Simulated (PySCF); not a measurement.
**SrMg: spin, charge, geometry and surroundings**

Aim: change spin, charge, geometry, field or solvent of SrMg, one at a time, and compare with the base run.

The runs use PySCF 2.14.0; each script names its method and basis.

3 further runs of the same task are left out: 1 for a known fault of the program, 2 that didn't finish.

### 1 The starting structure

SrMg: 2 atoms, charge 0, spin multiplicity 1.

Bond lengths: Sr1–Mg2 3.065 Å.

### 2 The base run

Contents of input.py:

```python
from pyscf import gto, scf, mcscf

mol = gto.M(
    atom='Sr 0 0 0; Mg 0 0 3.065',
    basis='cc-pvdz-dk',
    charge=0,
    spin=0,
    symmetry=True,
    verbose=4,
)
mf = scf.RHF(mol)
mf = mf.sfx2c1e()
mf.kernel()
mc = mcscf.CASCI(mf, 6, 8)
mc.kernel()
mc.analyze()
mf.dip_moment()
print('orbital energies (hartree):', mf.mo_energy[..., max(0, mol.nelec[1]-3):mol.nelec[0]+3].round(4))
```

Started as:

```
$ OMP_NUM_THREADS=1 python input.py
```

The log of this run is left out.

Base result: E(SCF) = -3377.144780 Eh, 9 cycles, E(CAS) − E(SCF) = -0.00650 Eh, μ = 1.80 D (of the SCF density).

The bond length is a typed value, not an optimised one.

### 3 Bond 0.3 Å

Variant 1 changes bond length: 3.065 Å → 0.3 Å.

Contents of input.py:

```python
from pyscf import gto, scf, mcscf

mol = gto.M(
    atom='Sr 0 0 0; Mg 0 0 0.3',
    basis='cc-pvdz-dk',
    charge=0,
    spin=0,
    symmetry=True,
    verbose=4,
)
mf = scf.RHF(mol)
mf = mf.sfx2c1e()
mf.kernel()
mc = mcscf.CASCI(mf, 6, 8)
mc.kernel()
mc.analyze()
mf.dip_moment()
print('orbital energies (hartree):', mf.mo_energy[..., max(0, mol.nelec[1]-3):mol.nelec[0]+3].round(4))
```

Started as:

```
$ OMP_NUM_THREADS=1 python input.py
```

### 4 Charge +1 (doublet, ROHF)

Variant 2 changes charge: 0 → 1; spin (2S): 0 → 1; SCF type: RHF → ROHF; active space: 8 electrons in 6 orbitals → 7 electrons in 6 orbitals.

input.py, as its differences from that of step 2:

```diff
@@ -5,4 +5,4 @@
     basis='cc-pvdz-dk',
-    charge=0,
-    spin=0,
+    charge=1,
+    spin=1,
     symmetry=True,
@@ -10,6 +10,6 @@
 )
-mf = scf.RHF(mol)
+mf = scf.ROHF(mol)
 mf = mf.sfx2c1e()
 mf.kernel()
-mc = mcscf.CASCI(mf, 6, 8)
+mc = mcscf.CASCI(mf, 6, 7)
 mc.kernel()
```

### 5 Bond 2.973 Å

Variant 3 changes bond length: 3.065 Å → 2.973 Å.

input.py, as its differences from that of step 2:

```diff
@@ -3,3 +3,3 @@
 mol = gto.M(
-    atom='Sr 0 0 0; Mg 0 0 3.065',
+    atom='Sr 0 0 0; Mg 0 0 2.973',
     basis='cc-pvdz-dk',
```

### 6 Electric field 0.005 a.u.

Variant 4 changes electric field: none → 0.005 a.u.; point-group symmetry: on → off.

input.py, as its differences from that of step 2:

```diff
@@ -7,3 +7,2 @@
     spin=0,
-    symmetry=True,
     verbose=4,
@@ -12,2 +11,7 @@
 mf = mf.sfx2c1e()
+field = 0.005  # electric field along z, atomic units
+h = mf.get_hcore() + field*mol.intor('int1e_r')[2]
+mf.get_hcore = lambda *args: h
+e_nuc = mol.energy_nuc() - field*mol.atom_charges() @ mol.atom_coords()[:, 2]
+mf.energy_nuc = lambda *args: e_nuc
 mf.kernel()
```

What does the calculation give? Wanted: for each run, E(SCF); from base; gap; SCF dipole; after the SCF.

The runs gave:

| run | E(SCF) (hartree) | from base (eV) | cycles | gap (eV) | SCF dipole (D) | after the SCF |
| --- | --- | --- | --- | --- | --- | --- |
| base | -3377.144780 | 0 | 9 | 4.51 | 1.80 | CASCI correlation -0.177 eV |
| bond 0.3 Å (poor choice) | -3231.785619 | +3955.4243 | 8 | 10.17 | 2.37 | CASCI correlation -0.332 eV |
| charge +1 (doublet, ROHF) | -3376.997168 | +4.0167 | 11 | n/a | n/a | CASCI correlation -0.173 eV |
| bond 2.973 Å | -3377.137144 | +0.2078 | 9 | 4.45 | 1.92 | CASCI correlation -0.184 eV |
| electric field 0.005 a.u. | -3377.154100 | -0.2536 | 9 | 4.62 | 7.58 | CASCI correlation -0.166 eV |

**Reading.** Of the runs whose energies can be compared, “bond 0.3 Å” moves the SCF energy most (+3955.424 eV). At the SCF level, going to the doublet with one electron fewer costs 4.02 eV at fixed geometry, against 4.28 eV for the negative of the highest filled level. With bond 0.3 Å the frontier gap moves by over 1.5 eV, which can mean another electronic state rather than the bond length alone. Rows marked «poor choice» come from settings spoiled on purpose.
